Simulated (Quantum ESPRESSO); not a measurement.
# RuRh: equation of state with PBE

Crystal: RuRh.

```xyz
2
Lattice="2.7094 0.0000 0.0000 -1.3547 2.3464 0.0000 0.0000 0.0000 4.2984" Properties=species:S:1:pos:R:3 pbc="T T T"
Rh    1.3547    0.7821    0.0000
Ru    0.0000    0.0000    2.1492
```

The cell comes from a database or a generator and needn't be the stable form of this composition.

```
Program             : Quantum ESPRESSO 7.5
Task                : equation of state
Functional          : PBE
Potentials or basis : SSSP 1.3 efficiency PBE
Cutoff              : 816 eV
Density cutoff      : 3265 eV
k mesh              : 11 × 11 × 6
Occupations         : fermi-dirac, width 0.05 eV
Spin                : no spin polarisation
Mixing beta         : 0.5
Most SCF iterations : 120
SCF threshold       : 4e-10 Ry
```

- Equilibrium volume: 13.90 Å³/atom
- Bulk modulus at fixed shape and positions: 285 GPa
- Pressure derivative of the bulk modulus: 5.0

Energy against volume, from the lowest point:
```tsv
volume (Å³/atom)	energy (meV/atom)
12.843	84.35
13.117	44.55
13.390	18.20
13.663	3.78
13.937	0.00
14.210	5.65
14.483	19.69
```

All runs of the series together: 3.1 min on 1 thread of Arm Neoverse V1 (shared host).

Caveat: the cell was scaled at fixed shape and fractional positions, which overstates the stiffness of a crystal with free parameters, most of all of layers and chains.
